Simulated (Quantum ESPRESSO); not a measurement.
## HfB in Quantum ESPRESSO: the effect of target pressure

The system is HfB.

```
Hf B
1.0
     0.00000    2.31000    2.31000
     2.31000    0.00000    2.31000
     2.31000    2.31000    0.00000
Hf B
1 1
Direct
  0.50000 0.50000 0.50000
  0.00000 0.00000 0.00000
```

Alike in all runs:

| Quantity | Value |
| --- | --- |
| Program | Quantum ESPRESSO 7.5 |
| Task | phonons |
| Functional | LDA |
| Potentials or basis | GBRV 1.5 LDA |
| Cutoff | 612 eV |
| Density cutoff | 4898 eV |
| k mesh | 10 × 10 × 10 |
| Occupations | cold, width 0.2 eV |
| Spin | no spin polarisation |

Each run relaxes the cell or the atoms first.

Task: One run gave: relaxed volume 13.31 Å³/atom; highest phonon frequency 475 cm⁻¹. Which target pressure did it use?
A. 2 GPa
B. 0 GPa
C. 10 GPa
D. 15 GPa
E. 5 GPa

Result: A.

```csv
target pressure,relaxed volume (Å³/atom),highest phonon frequency (cm⁻¹)
0 GPa,13.45,468
2 GPa,13.31,475
5 GPa,13.12,485
10 GPa,12.82,500
15 GPa,12.56,513
```

Caveats: the cell is more than 3 GPa from zero pressure, which shifts response properties (some runs).
